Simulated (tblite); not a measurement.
# CH11PSSi4: the cost of one run

Programs: tblite 0.8.0 and PySCF 2.14.0, with density-fitted response routines of our own. Each step states its level of theory. These are calculated values for one molecule in the gas phase, unless marked as measured. Atoms count from 0, in the outputs and in this text.

**1. The starting structure**

18 atoms, charge 0, multiplicity 1; geometry from: force field or distance geometry start.

Bonds of the start (Å): Si0–Si1 2.21, Si1–Si2 2.21, Si2–P3 2.20, Si1–Si4 2.21, Si4–C5 1.88, C5–S6 1.83, S6–Si1 2.15, Si0–H7 1.49, Si0–H8 1.48, Si0–H9 1.46, Si2–H10 1.47, Si2–H11 1.48, P3–H12 1.44, P3–H13 1.45, Si4–H14 1.46, Si4–H15 1.46, C5–H16 1.09, C5–H17 1.11.

**2. Optimising the geometry with GFN2-xTB**

What the job is given:

```
{"job": {"kind": "relax", "xc": "GFN2-xTB", "basis": "xTB"}, "charge": 0, "multiplicity": 1}
Si    -1.265600    -1.260100     1.430900
Si    -0.232900    -0.369800    -0.311800
Si     1.771100    -1.153900    -0.810500
P      3.399600    -0.175600     0.293300
Si    -0.604000     1.784300    -0.626800
C     -2.363100     1.179800    -0.922100
S     -1.608200    -0.131600    -1.943500
H     -2.671600    -0.780400     1.395800
H     -1.354100    -2.733100     1.308100
H     -0.732700    -0.856200     2.731500
H      1.852900    -2.595500    -0.554800
H      1.991300    -0.899600    -2.248500
H      3.396900     1.259000     0.155000
H      4.656600    -0.732600    -0.164000
H     -0.410100     2.592900     0.571700
H     -0.016200     2.334900    -1.843200
H     -2.999000     1.854800    -1.499900
H     -2.819600     0.689200    -0.031800
```

Command:

```bash
OMP_NUM_THREADS=1 python probes_run.py task.json out
```

The driver reads the jobs from task.json and runs them one after another.

Q: Estimate the wall time of this first job on 1 thread of Arm Neoverse N1, shared host.

About 4.2 s.
